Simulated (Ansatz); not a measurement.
# C3H6BNO: the cost of one run

Method: RKS B3LYP/def2-SVP, in Ansatz 0.2.0.

### Step 1. The system as given

Bond lengths: C1–C2 1.392 Å, C2–C3 1.493 Å, C3–N4 1.465 Å, C3–B5 1.571 Å, C3–O6 1.406 Å, B5–O6 1.490 Å, C1–H7 1.051 Å, C1–H8 1.050 Å, C2–H9 1.102 Å, N4–H10 0.978 Å, N4–H11 1.106 Å, B5–H12 1.175 Å. Angles (14 of 19 angles, heavy atoms first): C1–C2–C3 120.7°, C2–C3–N4 120.5°, C2–C3–B5 120.9°, C2–C3–O6 111.8°, N4–C3–B5 116.8°, N4–C3–O6 108.2°, B5–C3–O6 59.8°, C3–B5–O6 54.6°, C3–O6–B5 65.6°, C1–C2–H9 120.6°, C3–C2–H9 118.7°, C2–C1–H7 120.3°, C2–C1–H8 115.7°, C3–N4–H10 113.3°.

Structure file:

```xyz
12

C    -0.2952   -1.6574    1.2164
C    -0.6985   -0.3986    0.7809
C     0.1283    0.3713   -0.1948
N     0.3857   -0.1603   -1.5350
B     0.4347    1.8953    0.0325
O     1.3563    0.7715    0.3616
H     0.6071   -2.0721    0.8735
H    -0.9459   -2.1372    1.8860
H    -1.6259    0.0561    1.1641
H     1.0673    0.3406   -2.0257
H    -0.5927    0.0110   -2.0204
H     0.2558    2.9246   -0.5053
```

### Step 2. Relaxing end A

Input file input.yaml:

```yaml
crystal:
  periodic: [false, false, false]
  atoms:
    - { symbol: C, position_ang: [-0.2952, -1.6574, 1.2164] }
    - { symbol: C, position_ang: [-0.6985, -0.3986, 0.7809] }
    - { symbol: C, position_ang: [0.1283, 0.3713, -0.1948] }
    - { symbol: "N", position_ang: [0.3857, -0.1603, -1.535] }
    - { symbol: B, position_ang: [0.4347, 1.8953, 0.0325] }
    - { symbol: O, position_ang: [1.3563, 0.7715, 0.3616] }
    - { symbol: H, position_ang: [0.6071, -2.0721, 0.8735] }
    - { symbol: H, position_ang: [-0.9459, -2.1372, 1.886] }
    - { symbol: H, position_ang: [-1.6259, 0.0561, 1.1641] }
    - { symbol: H, position_ang: [1.0673, 0.3406, -2.0257] }
    - { symbol: H, position_ang: [-0.5927, 0.011, -2.0204] }
    - { symbol: H, position_ang: [0.2558, 2.9246, -0.5053] }
basis:
  gaussian: { orbitals: def2-SVP }
hamiltonian:
  xc: b3lyp
relax:
  f_tol: 0.015
  max_steps: 40
```

Command:

```
> ansatz run input.yaml --threads 2 --pin off --max-ram 3072MiB --backend cpu --events-out ev --progress --plain --runs-dir out
```

Q: Estimate wall time and peak memory on 2 threads of Intel Xeon Platinum 8488C (Sapphire Rapids), shared host.

About 81 s, with a peak of 0.28 GiB.
